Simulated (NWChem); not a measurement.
**triplet Si2H3OF: levels of theory compared**

We compute a comparison of 6 runs (UHF/3-21G, UB3LYP/def2-SVPD, UB3LYP/6-31G*, UPBE/def2-SVPD, UPBE0/def2-SVPD, UMP2/def2-SVPD) of triplet Si2H3OF. 

Program for the calculation: NWChem 7.3.0.

### Step 1. The system as given

The species is Si2H3OF (7 atoms), meant as a triplet with charge 0. SMILES of the parent species: `F[Si]O[SiH3]`. The coordinates come from a PBE0-D4/def2-TZVP relaxation. This is one conformer, not always the lowest. That shape belongs to the parent species and isn't relaxed for this state.

Bond lengths: F1–Si2 1.617 Å, Si2–O3 1.630 Å, O3–Si4 1.657 Å, Si4–H5 1.482 Å, Si4–H6 1.483 Å, Si4–H7 1.483 Å. Angles: F1–Si2–O3 101.9°, Si2–O3–Si4 146.4°, O3–Si4–H5 107.7°, O3–Si4–H6 109.7°, O3–Si4–H7 109.7°, H5–Si4–H6 109.9°, H5–Si4–H7 109.9°, H6–Si4–H7 109.9°.

### Step 2. A single-point energy at UHF/3-21G (run 1)

Input file m1.nw:

```
start m1
title "FH3OSi2 hf"
memory 2200 mb
charge 0

geometry noautosym nocenter noautoz
 F      0.639300    -1.829500     1.608700
 Si    -0.428700    -2.165500     0.441500
 O     -0.538300    -0.736500    -0.334600
 Si    -0.025600     0.837100    -0.406700
 H     -0.705100     1.480700    -1.555500
 H     -0.385700     1.537800     0.850000
 H      1.444000     0.875800    -0.603300
end

basis spherical bse
 * library 3-21G
end

scf
 triplet
 uhf
 thresh 1e-08
 maxiter 80
end

task scf energy
```

On the command line:

```
$ nwchem m1.nw > m1.out
```

Output:

```text
[...]
  functions       =    50
[...]
  wavefunction    = UHF
[...]
         Total SCF energy =   -749.919843210259
      One electron energy =  -1462.509533449734
      Two electron energy =    501.566039269657
 Nuclear repulsion energy =    211.023650969818
                       Sz =      1.0000
                 Sz(Sz+1) =      2.0000
                      S^2 =      2.0028
[...]
```

It took 1.9 s on 1 thread of AMD EPYC 9R45 (Zen 5), shared host; peak memory 0.098 GiB.

### Step 3. The energy at UB3LYP/def2-SVPD (run 2)

Input file run.nw:

```
start run
title "FH3OSi2 energy"
memory total 2200 mb

geometry units atomic noautosym nocenter noautoz
 F   1.20810191 -3.45725395  3.04000242
 Si -0.81012559 -4.09220192  0.83431408
 O  -1.01723957 -1.39178329 -0.63230236
 Si -0.04837699  1.58188974 -0.76855161
 H  -1.33244589  2.79811747 -2.93946899
 H  -0.72886737  2.90602083  1.60626721
 H   2.72876452  1.65502214 -1.14007177
end

basis spherical bse
 * library def2-SVPD
end

dft
 xc b3lyp
 mult 3
 grid fine
 convergence energy 1e-08
 maxiter 100
 mulliken
 print low
end

task dft energy
```

On the command line:

```
$ nwchem run.nw > run.out
```

Output:

```text
[...]
 d= 0,ls=0.0,diis     1   -755.4767098528 -9.67D+02  9.59D-03  2.03D-01     2.6
[...]
 d= 0,ls=0.0,diis    10   -755.5798069408 -8.27D-09  8.25D-07  7.78D-09    23.1
[...]
         Total DFT energy =     -755.579806940836
      One electron energy =    -1466.244949295535
           Coulomb energy =      561.731453354224
    Exchange-Corr. energy =      -62.089946818742
 Nuclear repulsion energy =      211.023635819217
[...]
      Total Density - Mulliken Population Analysis
     ---------------------------------------------
    Atom       Charge   Shell Charges
 -----------   ------   -------------------------------------------------------
    1 F    9     9.57   1.99  1.14  0.78  0.14  3.35  1.97  0.19  0.00  0.01
    2 Si  14    13.09   2.00  1.98  1.01 -0.17  0.07  5.92  1.13  0.81  0.30  0.05
    3 O    8     8.72   1.99  1.07  0.67  0.06  2.94  1.84  0.12  0.01  0.02
    4 Si  14    13.96   2.00  1.98  1.07  0.28 -0.01  5.92  1.25  1.08  0.28  0.10
    5 H    1     0.86   0.76  0.11  0.01 -0.01
    6 H    1     0.90   0.76  0.14  0.01 -0.01
    7 H    1     0.90   0.76  0.14  0.01 -0.01
[...]
      <S2> =      2.0014 (Exact =     2.0000)
[...]
```

Run time: 24 s. Hardware: 1 thread of AMD EPYC 9R45 (Zen 5), shared host; peak memory 0.12 GiB.

Runs 3 to 4 aren't shown in full; the table further down has their settings and results.

### Step 4. A single-point energy at UPBE0/def2-SVPD (run 5)

Input file run.nw:

```
start run
title "FH3OSi2"
memory total 2200 mb

geometry units angstrom noautosym nocenter noautoz
  F        0.639300      -1.829500       1.608700
  Si      -0.428700      -2.165500       0.441500
  O       -0.538300      -0.736500      -0.334600
  Si      -0.025600       0.837100      -0.406700
  H       -0.705100       1.480700      -1.555500
  H       -0.385700       1.537800       0.850000
  H        1.444000       0.875800      -0.603300
end

basis spherical bse
  * library def2-SVPD
end

dft
  xc pbe0
  mult 3
  grid fine
  convergence energy 1e-08
  iterations 100
  mulliken
end

task dft energy
```

On the command line:

```
$ nwchem run.nw > run.out
```

Output:

```text
[...]
          Wavefunction type:  spin polarized.
          No. of atoms     :     7
          No. of electrons :    48
[...]
          Charge           :     0
          Spin multiplicity:     3
[...]
          AO basis - number of functions:   118
[...]
              XC Information
              --------------
                         PBE0 Method XC Functional
                     Hartree-Fock (Exact) Exchange  0.250
          PerdewBurkeErnzerhof Exchange Functional  0.750
            Perdew 1991 LDA Correlation Functional  1.000 local
           PerdewBurkeErnz. Correlation Functional  1.000 non-local
[...]
 d= 0,ls=0.0,diis     1   -755.0146312109 -9.66D+02  8.88D-03  2.05D-01     2.5
[...]
 d= 0,ls=0.0,diis    11   -755.1191709505 -5.47D-09  2.45D-07  1.38D-09    25.2
[...]
         Total DFT energy =     -755.119170950525
      One electron energy =    -1466.332719853929
           Coulomb energy =      561.815100981835
    Exchange-Corr. energy =      -61.625203048249
 Nuclear repulsion energy =      211.023650969818
[...]
      Total Density - Mulliken Population Analysis
     ---------------------------------------------
    Atom       Charge   Shell Charges
 -----------   ------   -------------------------------------------------------
    1 F    9     9.57   1.99  1.13  0.79  0.11  3.33  2.01  0.18  0.00  0.01
    2 Si  14    13.10   2.00  1.98  0.96 -0.10  0.04  5.93  1.12  0.82  0.30  0.05
    3 O    8     8.73   1.99  1.06  0.69  0.08  2.91  1.90  0.07  0.01  0.03
    4 Si  14    13.81   2.00  1.98  1.05  0.17  0.01  5.93  1.25  1.05  0.28  0.09
    5 H    1     0.91   0.74  0.16  0.01 -0.01
    6 H    1     0.94   0.74  0.19  0.01 -0.00
    7 H    1     0.94   0.74  0.19  0.01 -0.00
[...]
      <S2> =      2.0014 (Exact =     2.0000)
[...]
```

Wall time 26 s (1 thread of AMD EPYC 9R45 (Zen 5), shared host); peak memory 0.12 GiB.

### Step 5. The energy at UMP2/def2-SVPD (run 6)

Input file fh3osi2.nw:

```
START fh3osi2
TITLE "FH3OSi2 energy"
memory 2200 mb

GEOMETRY units angstrom noautosym nocenter noautoz
  F        0.639300      -1.829500       1.608700
  Si      -0.428700      -2.165500       0.441500
  O       -0.538300      -0.736500      -0.334600
  Si      -0.025600       0.837100      -0.406700
  H       -0.705100       1.480700      -1.555500
  H       -0.385700       1.537800       0.850000
  H        1.444000       0.875800      -0.603300
END

BASIS spherical bse
  * library def2-SVPD
END

SCF
  triplet
  uhf
  thresh 1e-08
  maxiter 80
  print medium
END

MP2
  freeze core 12
  tight
END

TASK mp2 energy
```

On the command line:

```
$ nwchem fh3osi2.nw > fh3osi2.out
```

Output:

```text
[...]
  functions       =   118
[...]
  wavefunction    = UHF
[...]
         Total SCF energy =   -753.637434049739
      One electron energy =  -1466.109920539213
      Two electron energy =    501.448835519656
 Nuclear repulsion energy =    211.023650969818
                       Sz =      1.0000
                 Sz(Sz+1) =      2.0000
                      S^2 =      2.0025
[...]
          Total MP2 energy          -754.183665728766
[...]
```

Run time: 33 s. Hardware: 1 thread of AMD EPYC 9R45 (Zen 5), shared host; peak memory 0.41 GiB.

### Step 6. Overview of the runs

| run | level | iteration cap | module | energy (Eh) | dipole moment (D) of the reference | HOMO energy (eV) | ⟨S²⟩ | wall time |
| --- | --- | --- | --- | --- | --- | --- | --- | --- |
| 1 | UHF/3-21G | 80 | scf | -749.919843 | 1.98 | -7.16 | 2.003 | 1.9 s |
| 2 | UB3LYP/def2-SVPD | 100 | dft | -755.579807 | – | – | 2.001 | 24 s |
| 3 | UB3LYP/6-31G* (spherical functions) | 100 | dft | -755.831823 | 1.03 | -4.11 | 2.002 | 17 s |
| 4 | UPBE/def2-SVPD | 100 | dft | -755.061730 | 0.90 | -3.66 | 2.002 | 26 s |
| 5 | UPBE0/def2-SVPD | 100 | dft | -755.119171 | 1.00 | -4.81 | 2.001 | 26 s |
| 6 | UMP2/def2-SVPD | 80 | mp2 | -754.183666 | – | -7.82 | 2.002 | 33 s |

### Step 7. Summary of results

```
                                                         quantity          value
                                              run 6: total energy  -754.18367 Eh
run 6: HOMO energy (Hartree–Fock orbitals) (highest over α and β)       -7.82 eV
 run 6: LUMO energy (Hartree–Fock orbitals) (lowest over α and β)       -0.54 eV
              run 6: correlation energy (12 core orbitals frozen)     -546.2 mEh
                         run 6: ⟨S²⟩ of the reference determinant          2.002
```

What this shows: Over runs 1, 3, 4, 5 the dipole moment (its size) runs from 0.90 D (UPBE/def2-SVPD) to 1.98 D (UHF/3-21G). The two ends differ in method and basis. Totals of different functionals can't be ranked against each other. All runs together took 2.1 min, the longest 33 s.
